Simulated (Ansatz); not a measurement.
## CH₄GeOS, SMILES O=[CH][GeH2][SH]: energies of removing a hydrogen, step by step

Computed with the Python package of Ansatz (0.2.0).

Run as a notebook:

```python
import ansatz
from ase import Atoms
```

```python
BASIS = "def2-SVP"
XC = "PBE0"
```

```python
def energy_of(molecule, charge=0, unpaired=0):
    calc = molecule.calculation().basis(gaussian=BASIS).functional(XC)
    if charge:
        calc = calc.charge(charge)
    if unpaired:
        calc = calc.spin("collinear", total=unpaired)
    return calc.run(threads=1, backend="cpu").report["free_energy_ev"]
```

```python
def without(molecule, index):
    rest = ansatz.Crystal.molecule()
    for i, site in enumerate(molecule.cartesian_sites):
        if i != index:
            rest = rest.atom(site.symbol, site.position_ang)
    return rest

atoms = Atoms(["O", "C", "Ge", "S", "H", "H", "H", "H"], positions=[
    (-2.3184, 0.0873, -0.8345),
    (-1.5426, -0.2472, 0.0449),
    (0.2673, 0.3921, 0.0229),
    (1.6572, -1.3354, -0.0972),
    (-1.8744, -0.9068, 0.839),
    (0.5478, 1.1913, 1.3209),
    (0.4788, 1.3114, -1.2072),
    (2.7843, -0.4928, -0.0888),
])
mol = ansatz.Crystal.molecule_from_ase(atoms)
```

```python
whole = energy_of(mol, 0)
hydrogen = energy_of(ansatz.Crystal.molecule().atom("H", (0, 0, 0)), 0, 1)
print(f"E(molecule) = {whole:.5f} eV, E(H) = {hydrogen:.5f} eV")
for index in [4, 6, 7]:
    radical = energy_of(without(mol, index), 0, 1)
    print(f"H{index}: homolysis {23.060548 * (radical + hydrogen - whole):.1f} kcal/mol")
```

    E(molecule) = -70475.11338 eV, E(H) = -13.61361 eV
    H4: homolysis 85.9 kcal/mol
    H6: homolysis 83.7 kcal/mol
    H7: homolysis 87.4 kcal/mol

Caveats:
- Total energies depend on the basis set; only differences at equal settings carry meaning.
- The geometry is a force-field or estimated start, not a minimum of this method, and the basis set is short of its limit. All parts are taken at fixed geometry, without zero-point energy.
- Hardware and time: 33 s on 1 thread of Arm Neoverse V1, on a shared host, peak memory 0.37 GiB.
